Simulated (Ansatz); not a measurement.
# W: the cost of one run

Method: DFT LDA, scalar-relativistic, plane waves, PAW, in Ansatz 0.2.0.

6 further runs of the same task are left out: 6 set aside as unsound or not needed.

## (1) The starting structure

Symmetry: Fm-3m, No. 225, cubic system. The conventional cell has a = 3.973 Å, b = 3.973 Å, c = 3.973 Å, α = 90.00°, β = 90.00°, γ = 90.00°. Around W (site symmetry m-3m) lie 12 W at 2.81 Å.

Coordinates:

```cif
data_structure
_symmetry_space_group_name_H-M 'P 1'
_symmetry_Int_Tables_number 1
_cell_length_a 2.8090
_cell_length_b 2.8090
_cell_length_c 2.8090
_cell_angle_alpha 60.000
_cell_angle_beta 60.000
_cell_angle_gamma 60.000
_cell_volume 15.67
loop_
_atom_site_label
_atom_site_type_symbol
_atom_site_fract_x
_atom_site_fract_y
_atom_site_fract_z
_atom_site_occupancy
W1 W 0.00000 0.00000 0.00000 1
```

It is the result of an earlier relaxation at this level (volume 15.67 Å³/atom; gap on the mesh: none (metal)).

## (2) The scan

The energy is mapped over two normal modes frozen in (zone-centre modes of the cell shown, which folds in the wave vector (0, 1/2, 1/2) of the primitive cell).

- amplitude of mode 4 (104 cm⁻¹), largest displacement: 11 values from −0.202 to 0.202 Å
- amplitude of mode 6 (220 cm⁻¹), largest displacement: 11 values from −0.068 to 0.068 Å

Nothing else is relaxed (the cell and all other modes fixed). Energies count from the relaxed high-symmetry cell. Points are written as (first, second).

The modes come from a phonon run on the reference cell, made beforehand.

The patterns, per unit of each coordinate (Å):

| atom | x1 | y1 | z1 | x2 | y2 | z2 |
| --- | --- | --- | --- | --- | --- | --- |
| W1 | 0.000 | 1.000 | 0.000 | 1.000 | 0.000 | 0.000 |
| W2 | 0.000 | -1.000 | 0.000 | -1.000 | 0.000 | 0.000 |

## (3) Point (−0.202 Å, −0.054 Å)

The input, input.yaml:

```yaml
crystal:
  lattice:
    - [0.0, -1.98627029, -1.98627029]
    - [0.0, 1.98627029, -1.98627029]
    - [3.97254058, 0.0, 0.0]
  atoms:
    - { symbol: W, position: [0.5508490715, 0.4491509285, 0.4863059926] }
    - { symbol: W, position: [-0.0508490715, 0.0508490715, 0.0136940074] }
basis:
  ecutwfc: 420
kpoints:
  mp_grid: { grid: [16, 16, 12] }
hamiltonian:
  xc: lda
scf:
  occupations: { method: gaussian, width: 0.15 }
output:
  forces: true
  stress: true
  eigenvalues: true
```

Started as:

```bash
$ ansatz run input.yaml --threads 2 --pin off --max-ram 4096MiB --backend cpu --events-out ev --progress --plain --runs-dir out
```

Q: Estimate wall time and peak memory on 2 threads of Intel Xeon 6975P-C (Granite Rapids), shared host.

About 5.2 s, with a peak of 0.67 GiB.
